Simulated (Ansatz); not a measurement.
# CH₆ClGaN₂: up Jacob's ladder to CCSD(T)

One table from this session's results is given with a row withheld; the runs are named, their logs left out.

Computed with Ansatz 0.2.0, Gaussian basis. Level: functionals in def2-TZVPP, the program's frozen cores in correlated methods.

Plan: PBE-D4, r2SCAN-D4, PBE0-D4, B3LYP-D4, ωB97X-V, ωB97M-V, B2PLYP; CCSD(T)/def2-TZVPP; MP2/def2-QZVPP; extrapolation to the limit.

### Structure used throughout

An earlier PBE0-D4 in a triple-zeta def2 set relaxation fixed the geometry.

SMILES `NC[NH][GaH][Cl]`, 11 atoms, charge 0, spin multiplicity 1.

Atoms are counted from 1 here; the program's logs count them from 0.

Bond lengths: N1–C2 1.443 Å, N1–H6 1.012 Å, N1–H7 1.013 Å, C2–N3 1.449 Å, C2–H8 1.094 Å, C2–H9 1.096 Å, N3–Ga4 1.806 Å, N3–H10 1.009 Å, Ga4–Cl5 2.148 Å, Ga4–H11 1.547 Å. Angles: C2–N1–H6 111.1°, C2–N1–H7 110.5°, H6–N1–H7 107.3°, N1–C2–N3 116.7°, N1–C2–H8 108.0°, N1–C2–H9 107.1°, N3–C2–H8 107.8°, N3–C2–H9 110.1°, H8–C2–H9 106.5°, C2–N3–Ga4 127.3°, C2–N3–H10 114.1°, Ga4–N3–H10 118.6°, N3–Ga4–Cl5 113.8°, N3–Ga4–H11 125.3°, Cl5–Ga4–H11 120.9°.

Coordinates:

```xyz
11
CH6ClGaN2
N    -0.5876    0.4802    1.8166
C     0.1878   -0.3737    0.9494
N     0.5157    0.1528   -0.3605
Ga   -0.0772   -0.4420   -1.9591
Cl    0.6853    0.6656   -3.6346
H    -0.0666    1.3101    2.0712
H    -1.4330    0.7865    1.3501
H    -0.3687   -1.3049    0.8066
H     1.1037   -0.6373    1.4902
H     1.1579    0.9313   -0.3421
H    -1.0519   -1.6256   -2.1670
```

The first run:

in.yaml reads:

```yaml
crystal:
  periodic: [false, false, false]
  atoms:
    - {symbol: N, position_ang: [-0.587570, 0.480194, 1.816561]}
    - {symbol: C, position_ang: [0.187785, -0.373721, 0.949378]}
    - {symbol: N, position_ang: [0.515663, 0.152817, -0.360508]}
    - {symbol: Ga, position_ang: [-0.077248, -0.441994, -1.959078]}
    - {symbol: Cl, position_ang: [0.685326, 0.665562, -3.634644]}
    - {symbol: H, position_ang: [-0.066633, 1.310101, 2.071221]}
    - {symbol: H, position_ang: [-1.432977, 0.786478, 1.350081]}
    - {symbol: H, position_ang: [-0.368659, -1.304871, 0.806593]}
    - {symbol: H, position_ang: [1.103704, -0.637303, 1.490183]}
    - {symbol: H, position_ang: [1.157862, 0.931329, -0.342093]}
    - {symbol: H, position_ang: [-1.051853, -1.625593, -2.166996]}
basis:
  gaussian: {orbitals: def2-TZVPP}
hamiltonian: {xc: pbe, dispersion: d4}
output: {forces: true, orbitals: {seedname: orbitals}}
```

The run is started by

```
$ ansatz run in.yaml --threads 4 --pin off --events-out ev --progress --plain --max-ram 10444MiB
```

Among the steps run: PBE-D4 (GGA); r2SCAN-D4 (meta-GGA); PBE0-D4 (hybrid); B3LYP-D4 (hybrid); ωB97X-V (range-separated); ωB97M-V (range-separated); B2PLYP (double hybrid); CCSD(T) in def2-TZVPP; MP2 in def2-QZVPP.

One table of the session follows, with a row left open; its other results are not shown here.

It belongs to the step «Atomisation energies». 

| method | atomisation energy (kJ/mol) |
| --- | --- |
| PBE-D4 | 3743.7 |
| r2SCAN-D4 | 3658.6 |
| PBE0-D4 | 3668.6 |
| B3LYP-D4 | 3659.4 |
| ωB97X-V | 3688.6 |
| ωB97M-V | 3675.2 |
| B2PLYP | 3620.4 |
| HF/def2-TZVPP | 2510.9 |
| MP2/def2-TZVPP | ? |
| CCSD/def2-TZVPP | 3503.9 |
| CCSD(T)/def2-TZVPP | 3565.7 |
| MP2/CBS | 3728.0 |
| CCSD(T)/CBS | 3672.1 |

Q: Estimate the row for MP2/def2-TZVPP from the others.

**Answer.** atomisation energy (kJ/mol): 3621.6. In the column «atomisation energy (kJ/mol)» it lies between B2PLYP (3620.4) and r2SCAN-D4 (3658.6).

Caveats from the session: Free atoms (2 N, 1 C, 1 Ga, 1 Cl, 6 H) were run apart at each level; the atomisation energy is their sum less the molecule, without zero-point or spin-orbit terms.
